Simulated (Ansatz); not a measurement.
# BFH4OSi2: the cost of one run

Computed with Ansatz 0.2.0 through its Python package. Level of theory: PBE0/def2-SVP.

## 1. The structure

Bond lengths: F1–B2 1.425 Å, B2–O3 1.487 Å, O3–Si4 1.738 Å, B2–Si5 1.998 Å, Si4–Si5 2.148 Å, Si4–H6 1.522 Å, Si4–H7 1.422 Å, Si5–H8 1.481 Å, Si5–H9 1.443 Å. Angles (14 of 16 angles, heavy atoms first): F1–B2–O3 131.7°, F1–B2–Si5 130.1°, O3–B2–Si5 92.0°, B2–O3–Si4 107.6°, O3–Si4–Si5 80.6°, B2–Si5–Si4 77.8°, O3–Si4–H6 107.6°, O3–Si4–H7 115.1°, Si5–Si4–H6 110.5°, Si5–Si4–H7 115.4°, B2–Si5–H8 113.2°, B2–Si5–H9 112.0°, Si4–Si5–H8 110.2°, Si4–Si5–H9 112.7°.

No structure file is read: the coordinates are typed or built in the script.

## 2. Script

Contents of ip_bfh4osi2.py:

```python
"""Vertical ionisation energy of BFH4OSi2."""

import ansatz as az
from ase import Atoms


def energy(molecule, charge=0, unpaired=0):
    calc = molecule.calculation().basis(gaussian="def2-SVP").functional("pbe0")
    if charge:
        calc = calc.charge(charge)
    if unpaired:
        calc = calc.spin("collinear", total=unpaired)
    report = calc.run(threads=1).report
    if report["published_state_doubts"]:
        print("  doubts:", report["published_state_doubts"])
    return report["free_energy_ev"]

atoms = Atoms(["F", "B", "O", "Si", "Si", "H", "H", "H", "H"], positions=[
    (-1.77, -1.8789, 1.1281),
    (-0.6035, -1.1493, 0.7582),
    (0.1956, -0.1275, 1.4856),
    (0.6709, 1.0841, 0.3342),
    (-0.0514, -0.4203, -1.018),
    (-0.324, 2.2314, 0.4379),
    (2.0681, 1.3409, 0.2719),
    (1.0858, -1.153, -1.6213),
    (-1.1831, 0.0263, -1.7937),
])
molecule = az.Crystal.molecule_from_ase(atoms)

# total-energy differences at one geometry
parent = energy(molecule, 0, 0)
cation = energy(molecule, 1, 1)
print(f"E(N)   = {parent:.5f} eV")
print(f"E(N-1) = {cation:.5f} eV  (1 unpaired)")
print(f"vertical ionisation energy {cation - parent:.3f} eV")
```

## 3. The calls as engine input

The engine receives this input (first run):

```yaml
crystal:
  periodic: [false, false, false]
  atoms:
    - { symbol: F, position_ang: [-1.77, -1.8789, 1.1281] }
    - { symbol: B, position_ang: [-0.6035, -1.1493, 0.7582] }
    - { symbol: O, position_ang: [0.1956, -0.1275, 1.4856] }
    - { symbol: Si, position_ang: [0.6709, 1.0841, 0.3342] }
    - { symbol: Si, position_ang: [-0.0514, -0.4203, -1.018] }
    - { symbol: H, position_ang: [-0.324, 2.2314, 0.4379] }
    - { symbol: H, position_ang: [2.0681, 1.3409, 0.2719] }
    - { symbol: H, position_ang: [1.0858, -1.153, -1.6213] }
    - { symbol: H, position_ang: [-1.1831, 0.0263, -1.7937] }
basis:
  gaussian:
    orbitals: def2-SVP
hamiltonian:
  xc: pbe0
```

## 4. Running it

Started as:

```bash
$ python ip_bfh4osi2.py
```

**Question.** How long does this script take on 1 thread of Arm Neoverse V1, shared host, and how much memory does it need?

About 14 s, with a peak of 0.33 GiB.
